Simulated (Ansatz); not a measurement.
**FHSSn: taking an electron away**

An exercise on one series of results from a longer session: the logs are not shown, and one member is left open.

The runs use Ansatz 0.2.0, Gaussian basis; unrestricted cation, the program's frozen cores in correlated methods.

Levels to be run: UKS PBE-D4/def2-TZVPP; UKS r2SCAN-D4/def2-TZVPP; UKS PBE0-D4/def2-TZVPP; UKS B3LYP-D4/def2-TZVPP; UKS wB97X-V/def2-TZVPP; UKS wB97M-V/def2-TZVPP; UKS B2PLYP/def2-TZVPP; UHF-CCSD(T)/def2-TZVPP; UHF-MP2/def2-QZVPP; extrapolation to the limit; then −ε(HOMO) from the neutral's earlier runs with LDA (SPW92), PBE-D4, revPBE-D4, BLYP-D4, r2SCAN-D4, B97M-V, PBE0-D4, B3LYP-D4, r2SCANh-D4, r2SCAN0-D4, HSE06-D4, BHLYP-D4, CAM-B3LYP-D4, LC-ωPBE, ωB97X-V, ωB97M-V.

## Structure used throughout

The geometry comes from an earlier relaxation with PBE0-D4 in a triple-zeta def2 set; it is a stationary point. Sn takes the def2 core potential; no spin-orbit term is included.

SMILES `[F][Sn][SH]`, 4 atoms, charge 0, spin multiplicity 1.

Atoms are counted from 1 here; the program's logs count them from 0.

Bond lengths: F1–Sn2 1.948 Å, Sn2–S3 2.426 Å, S3–H4 1.346 Å. Angles: F1–Sn2–S3 94.0°, Sn2–S3–H4 90.4°.

The first run:

Contents of in.yaml:

```yaml
crystal:
  periodic: [false, false, false]
  atoms:
    - {symbol: F, position_ang: [-1.622826, -0.458031, 0.334766]}
    - {symbol: Sn, position_ang: [-0.523415, 1.102387, 0.725657]}
    - {symbol: S, position_ang: [1.440089, 0.206656, -0.381613]}
    - {symbol: H, position_ang: [0.761651, -0.911313, -0.699109]}
basis:
  gaussian: {orbitals: def2-TZVPP}
total_charge: 1
magnetization: {spin_polarized: true, initial_magnetization: 1}
hamiltonian: {xc: pbe, dispersion: d4}
```

On the command line:

```bash
> ansatz run in.yaml --threads 4 --pin off --events-out ev --progress --plain --max-ram 10444MiB
```

Among the steps run: Cation, UKS PBE-D4/def2-TZVPP; Cation, UKS r2SCAN-D4/def2-TZVPP; Cation, UKS PBE0-D4/def2-TZVPP; Cation, UKS B3LYP-D4/def2-TZVPP; Cation, UKS wB97X-V/def2-TZVPP; Cation, UKS wB97M-V/def2-TZVPP; Cation, UKS B2PLYP (frozen core)/def2-TZVPP; Cation, UHF-CCSD(T)/def2-TZVPP; Cation, UHF-MP2/def2-QZVPP.

One of the session's tables, all rows but one given; the rest of the session is left out.

For comparison, −ε(HOMO) of the neutral from earlier runs:

| functional | −ε(HOMO) (eV) |
| --- | --- |
| LDA (SPW92) | 6.69 |
| PBE-D4 | 6.48 |
| revPBE-D4 | 6.42 |
| BLYP-D4 | ? |
| r2SCAN-D4 | 6.77 |
| B97M-V | 6.65 |
| PBE0-D4 | 7.55 |
| B3LYP-D4 | 7.36 |
| r2SCANh-D4 | 7.17 |
| r2SCAN0-D4 | 7.75 |
| HSE06-D4 | 7.16 |
| BHLYP-D4 | 8.46 |
| CAM-B3LYP-D4 | 8.76 |
| LC-ωPBE | 9.96 |
| ωB97X-V | 9.66 |
| ωB97M-V | 9.55 |

Q: Estimate the row for BLYP-D4 from the others.

Worked estimate for «−ε(HOMO) (eV)». Against the share of exact exchange, B3LYP-D4 (0.2, 7.36), BHLYP-D4 (0.5, 8.46) give a slope of 3.67 per unit share; at 0 the line stands at 6.63.

The run gave: −ε(HOMO) (eV): 6.35. In «−ε(HOMO) (eV)» the line misses by +0.28.
